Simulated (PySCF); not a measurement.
# [BiI2]+: other functionals and bases at one geometry

One table from this session's results is given with a row withheld; the runs are named, their logs left out.

The runs use PySCF 2.14.0; several levels, as the steps say, no spin–orbit coupling.

1 further run of the same task is left out (for a known fault of the program).

### The starting structure

3 atoms, charge 1, spin multiplicity 1.

Bond lengths: Bi1–I2 2.719 Å, Bi1–I3 2.719 Å. Angles: I2–Bi1–I3 103.7°.

As a file:

```
Bi    0.0000    0.0000   -0.9840
I     2.1377    0.0000    0.6955
I    -2.1377    0.0000    0.6955
```

Formal oxidation states: Bi +3. An earlier session relaxed this geometry at PBE0, Bi def2-SVP with ECP60, I def2-SVP with ECP28 (singlet, point group C2v).

At PBE0 on the finer grid: E = -809.861878 Eh, HOMO -12.53 eV, LUMO -9.47 eV, Mulliken charge on Bi1 +0.78 e, largest force component 0.064 eV/Å. 

Levels to run: revPBE; TPSSh; PBE0, TZVP. Hardware: 2 threads of Arm Neoverse V1, shared host.

The first run:

Contents of run.py (the lines that set the calculation):

```python
mol = gto.M(atom='''
Bi     0.00000     0.00000    -0.98405
I      2.13773     0.00000     0.69550
I     -2.13773     0.00000     0.69550''',
    basis={'Bi': 'def2-SVP', 'I': 'def2-SVP'},
    ecp={'Bi': 'def2-SVP', 'I': 'def2-SVP'},
    charge=1, spin=0)
mf = dft.RKS(mol, xc='PBE_R,PBE')
mf.grids.atom_grid = (75, 302)
mf = mf.density_fit()  # fitting sets: Bi def2-universal-JKFIT, I def2-universal-JKFIT
mf.conv_tol = 1e-08; mf.max_cycle = 55
mf.kernel(dm0)  # dm0: the density of the relaxed state
```

Launch:

```bash
$ OMP_NUM_THREADS=2 python run.py
```

Among the steps run: revPBE; TPSSh; PBE0, TZVP.

One table of the session follows, with a row left open; its other results are not shown here.

| level | HOMO (eV) | gap (eV) | charge on Bi1 (e) | dipole (D) | largest force component (eV/Å) |
| --- | --- | --- | --- | --- | --- |
| PBE0 (relaxed here) | -12.53 | 3.06 | 0.78 | 2.30 | 0.06 |
| revPBE | -11.37 | 1.54 | 0.72 | 1.95 | 0.64 |
| TPSSh | -11.96 | 2.21 | 0.77 | 2.20 | 0.27 |
| PBE0, TZVP | ? | ? | ? | ? | ? |

**Question.** Estimate the row for PBE0, TZVP.

The run gave: HOMO (eV): -12.47; gap (eV): 3.13; charge on Bi1 (e): 0.86; dipole (D): 2.09; largest force component (eV/Å): 0.28. In the column «HOMO (eV)» it lies between PBE0 (relaxed here) (-12.53) and TPSSh (-11.96).

The dipole of a charged species depends on the origin, so these sizes hold for this origin alone.

In one basis the HOMO–LUMO gap runs from 1.54 eV (revPBE) to 3.06 eV (PBE0). The largest leftover force, 0.64 eV/Å with revPBE, stands at a geometry relaxed at another level. Total energies of different levels can't be compared.
